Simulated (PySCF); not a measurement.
**[Pb(CCH)]+: other functionals and bases at one geometry**

An exercise on one series of results from a longer session: the logs are not shown, and one member is left open.

Computed with PySCF 2.14.0. Level: several levels, as the steps say, no spin–orbit coupling.

2 further runs of the same task are left out: 2 for a known fault of the program.

## Starting geometry

4 atoms, charge 1, spin multiplicity 1.

Bond lengths: Pb1–C2 2.175 Å, C2–C3 1.230 Å, C3–H4 1.081 Å. Angles: Pb1–C2–C3 180.0°, C2–C3–H4 180.0°.

Coordinates:

```xyz
4

Pb    0.00000    0.00000   -0.18788
C     0.00000    0.00000    1.98748
C     0.00000    0.00000    3.21726
H     0.00000    0.00000    4.29846
```

Formal oxidation states: Pb +2. An earlier session relaxed this geometry at B3LYP, Pb def2-SVP with ECP60, C def2-SVP, H def2-SVP (singlet, point group C∞v).

At B3LYP on the finer grid: E = -269.353671 Eh, HOMO -12.98 eV, LUMO -8.84 eV, Mulliken charge on Pb1 +1.06 e, largest force component 0.013 eV/Å. 

Levels to run: BP86; r2SCAN; TPSS; PBE0; B3LYP, TZVP; B3LYP, x2c-SVP. Hardware: 2 threads of Arm Neoverse V2, shared host.

Set-up of the first run:

run.py (the lines that set the calculation) reads:

```python
mol = gto.M(atom='''
Pb     0.00000     0.00000    -0.18788
C      0.00000     0.00000     1.98748
C      0.00000     0.00000     3.21726
H      0.00000     0.00000     4.29846''',
    basis={'Pb': 'def2-SVP', 'C': 'def2-SVP', 'H': 'def2-SVP'},
    ecp={'Pb': 'def2-SVP'},
    charge=1, spin=0)
mf = dft.RKS(mol, xc='B88,P86')
mf.grids.atom_grid = (75, 302)
mf = mf.density_fit()  # fitting sets: Pb def2-universal-JKFIT, C def2-universal-JKFIT, H def2-universal-JKFIT
mf.conv_tol = 1e-08; mf.max_cycle = 55
mf.kernel(dm0)  # dm0: the density of the relaxed state
```

Run with:

```console
> OMP_NUM_THREADS=2 python run.py
```

Steps of the session up to this table: BP86; r2SCAN; TPSS; PBE0; B3LYP, TZVP; B3LYP, x2c-SVP.

One of the session's tables, all rows but one given; the rest of the session is left out.

```
               level  HOMO (eV)  gap (eV)  charge on Pb1 (e)  dipole (D)  largest force component (eV/Å)
B3LYP (relaxed here)     -12.98      4.13               1.06        1.06                            0.01
                BP86     -12.28      2.87               1.03        1.33                            1.07
              r2SCAN     -12.36      3.25               1.10        1.11                            0.39
                TPSS     -12.13      2.99               1.07        1.20                            0.66
                PBE0     -13.20      4.63               1.11        0.90                            0.23
         B3LYP, TZVP          ?         ?                  ?           ?                               ?
      B3LYP, x2c-SVP     -12.97      4.10               1.11        1.06                            0.42
```

Estimate the missing values for B3LYP, TZVP.

**Answer.** HOMO (eV): -12.96; gap (eV): 4.09; charge on Pb1 (e): 1.26; dipole (D): 0.94; largest force component (eV/Å): 0.82. In the column «HOMO (eV)» it lies between B3LYP, x2c-SVP (-12.97) and r2SCAN (-12.36).

The dipole of a charged species depends on the origin, so these sizes hold for this origin alone.

In one basis the HOMO–LUMO gap runs from 2.87 eV (BP86) to 4.63 eV (PBE0). The largest leftover force, 1.07 eV/Å with BP86, stands at a geometry relaxed at another level. Total energies of different levels can't be compared.
